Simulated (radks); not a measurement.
**Pt²⁻ held by a Watson sphere**

An exercise on one series of results from a longer session: the logs are not shown, and one member is left open.

Program: radks (a radial shooting solver on a logarithmic mesh, Libxc functionals) version 1. Level of theory: scalar-relativistic Kohn-Sham, LDA (Slater exchange, Perdew-Wang correlation), spin-unpolarised, spherical densities, finite nucleus. These are calculated values, not measurements, unless marked.

### Starting point

```
element            : platinum (Z = 78)
charge             : -2
electrons          : 80
configuration      : [Hg]
nuclear rms radius : 5.427 fm
```

Outer shells as boxes (Hund's rule):

Pt²⁻
```
[Xe] core
4f [↑↓][↑↓][↑↓][↑↓][↑↓][↑↓][↑↓]
5d [↑↓][↑↓][↑↓][↑↓][↑↓]
6s [↑↓]
```

The first run:

Settings of this run:

```text
Z 78
configuration [Hg]
relativity scalar-relativistic
functional lda,pw
spin unpolarised
nucleus finite rms 5.427 fm
c 137.035999084
watson charge 2 radius 2.84 bohr
response adiabatic LDA kernel
```

The run is started by

```console
$ python run_ks.py task.json out
```

This one command runs every case of the session in turn.

Among the steps run: R = 2.84 bohr; R = 4 bohr; R = 4.8 bohr; R = 5.41 bohr; R = 5.56 bohr; R = 6.36 bohr.

One table of the session follows, with a row left open; its other results are not shown here.

| R (bohr) | highest level (eV) | its <r> (bohr) | sum of <r²> (bohr²) | α (bohr³) |
| --- | --- | --- | --- | --- |
| 2.84 | -5.957 | 1.817 | 80.24 | 53.01 |
| 4 | -3.965 | 1.893 | 90.89 | 91.63 |
| 4.8 | ? | ? | ? | ? |
| 5.41 | -2.386 | 1.945 | 103.2 | 177.4 |
| 5.56 | -2.259 | 1.949 | 104.5 | 190.6 |
| 6.36 | -1.685 | 1.973 | 111.9 | 284.3 |

**Question.** Estimate the row for R (bohr) = 4.8.

Worked estimate for «highest level (eV)». A straight line through the neighbours (4, -3.965) and (5.41, -2.386) gives -3.965 + (-2.386 + 3.965) × (4.8 − 4) / (5.41 − 4) = -3.069; a parabola fitted to 4 rows on both sides gives -2.954.

The run gave: highest level (eV): -2.977; its <r> (bohr): 1.925; sum of <r²> (bohr²): 97.85; α (bohr³): 133.1. In «highest level (eV)» the line misses by -0.092 and the parabola by +0.023.

What this shows: From R = 2.84 to 6.36 bohr the top level moves from -5.957 to -1.685 eV and its mean radius from 1.82 to 1.97 bohr. A wider sphere makes a shallower well, so the ion swells.
